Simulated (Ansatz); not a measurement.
# C2H3BCl2: the cost of one run

Method: the settings change from run to run; program: Ansatz 0.2.0, Gaussian basis.

## (1) The relaxed structure

The geometry comes from an earlier relaxation with PBE0-D4 in a triple-zeta def2 set; it is a stationary point, not always the lowest conformer.

SMILES `ClC1(Cl)BC1`, 8 atoms, charge 0, spin multiplicity 1.

Atoms are counted from 1 here; the program's logs count them from 0.

Bond lengths: Cl1–C2 1.751 Å, C2–Cl3 1.752 Å, C2–B4 1.534 Å, C2–C5 1.519 Å, B4–C5 1.530 Å, B4–H6 1.181 Å, C5–H7 1.087 Å, C5–H8 1.087 Å. Angles: Cl1–C2–Cl3 114.7°, Cl1–C2–B4 119.1°, Cl1–C2–C5 117.1°, Cl3–C2–B4 118.2°, Cl3–C2–C5 116.7°, B4–C2–C5 60.2°, C2–B4–C5 59.4°, C2–B4–H6 148.3°, C5–B4–H6 152.2°, C2–C5–B4 60.4°, C2–C5–H7 116.5°, C2–C5–H8 116.9°, B4–C5–H7 119.7°, B4–C5–H8 120.4°, H7–C5–H8 113.0°.

## (2) r2SCAN0/ANO-RCC-VTZP

Set apart from the defaults: charge +1, multiplicity 2, D3(BJ) dispersion, high accuracy.

Contents of in.yaml:

```yaml
crystal:
  periodic: [false, false, false]
  atoms:
    - {symbol: Cl, position_ang: [0.879131, -0.970410, 1.805059]}
    - {symbol: C, position_ang: [-0.215631, -0.402843, 0.561587]}
    - {symbol: Cl, position_ang: [-1.796437, -1.158880, 0.576324]}
    - {symbol: B, position_ang: [-0.112832, 1.050883, 0.083070]}
    - {symbol: C, position_ang: [0.382458, -0.096137, -0.800147]}
    - {symbol: H, position_ang: [-0.304355, 2.196057, 0.298771]}
    - {symbol: H, position_ang: [1.450496, -0.268502, -0.910569]}
    - {symbol: H, position_ang: [-0.190729, -0.407268, -1.669994]}
basis:
  gaussian: {orbitals: ANO-RCC-VTZP}
total_charge: 1
magnetization: {spin_polarized: true, initial_magnetization: 1}
hamiltonian: {xc: {name: r2SCAN0}, dispersion: d3bj}
accuracy: high
output: {forces: true}
```

Started as:

```
ansatz run in.yaml --threads 2 --pin off --events-out ev --progress --plain --max-ram 4352MiB
```

What time and memory should one allow on 2 threads of Arm Neoverse V1, shared host?

About 6.7 min, with a peak of 1.8 GiB.
